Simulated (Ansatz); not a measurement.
# Ta4C3: the cost of one run

Program: Ansatz 0.2.0. Level of theory: DFT r2SCAN, scalar-relativistic, plane waves, PAW. These are calculated values, not measurements.

1 further run of the same task is left out (set aside as unsound or not needed). Runs told in other sessions of the task aren't counted.

## Step 1: Starting point

Symmetry: Pm-3m, No. 221, cubic system. The conventional cell has a = 4.425 Å, b = 4.425 Å, c = 4.425 Å, α = 90.00°, β = 90.00°, γ = 90.00°. Ta (site symmetry 4/mmm) is surrounded by 4 C at 2.21 Å. Ta (site symmetry m-3m) has 6 C at 2.21 Å in its first shell of neighbours. Around C (site symmetry 4/mmm) lie 6 Ta at 2.21 Å.

Structure file:

```cif
data_structure
_symmetry_space_group_name_H-M 'Pm-3m'
_symmetry_Int_Tables_number 221
_cell_length_a 4.4248
_cell_length_b 4.4248
_cell_length_c 4.4248
_cell_angle_alpha 90.000
_cell_angle_beta 90.000
_cell_angle_gamma 90.000
_cell_volume 86.63
loop_
_atom_site_label
_atom_site_type_symbol
_atom_site_symmetry_multiplicity
_atom_site_Wyckoff_symbol
_atom_site_fract_x
_atom_site_fract_y
_atom_site_fract_z
_atom_site_occupancy
Ta1 Ta 3 c 0.00000 0.50000 0.50000 1
Ta2 Ta 1 a 0.00000 0.00000 0.00000 1
C1 C 3 d 0.50000 0.00000 0.00000 1
```

It goes back to an entry of the Materials Project, which need not be the stable form.

It is the result of an earlier relaxation at this level (volume 12.38 Å³/atom; gap on the mesh: none (metal)).

## Step 2: Zero of energy

The reference gives a free energy of -40536.0592 eV, pressure 0.03 GPa, largest force 0.000 eV/Å and gap on the mesh none (metal). It was computed beforehand with the settings of the runs below.

## Step 3: Normal modes

Contents of input.yaml:

```yaml
crystal:
  lattice:
    - [4.4247933843, 0.0, 0.0]
    - [0.0, 4.4247933843, 0.0]
    - [0.0, 0.0, 4.4247933843]
  atoms:
    - { symbol: Ta, position: [0.0, 0.5, 0.5] }
    - { symbol: Ta, position: [0.5, 0.0, 0.5] }
    - { symbol: Ta, position: [0.5, 0.5, 0.0] }
    - { symbol: Ta, position: [0.0, 0.0, 0.0] }
    - { symbol: C, position: [0.5, 0.0, 0.0] }
    - { symbol: C, position: [0.0, 0.5, 0.0] }
    - { symbol: C, position: [0.0, 0.0, 0.5] }
basis:
  ecutwfc: 500
kpoints:
  mp_grid: { grid: [10, 10, 10] }
hamiltonian:
  xc: r2scan
scf:
  occupations: { method: gaussian, width: 0.15 }
output:
  eigenvalues: true
phonons:
  method: fd
  supercell: [1, 1, 1]
  amplitude: 0.02
  eigenvectors: true
  dielectric: false
```

The run is started by

```sh
> ansatz run input.yaml --threads 2 --pin off --max-ram 5120MiB --backend cpu --events-out ev --progress --plain --runs-dir out
```

**Question.** How long does this run take on 2 threads of Intel Xeon Platinum 8259CL at 2.50GHz (Skylake/Cascade Lake), shared host, and how much memory does it need?

About 4.6 min, with a peak of 1.4 GiB.
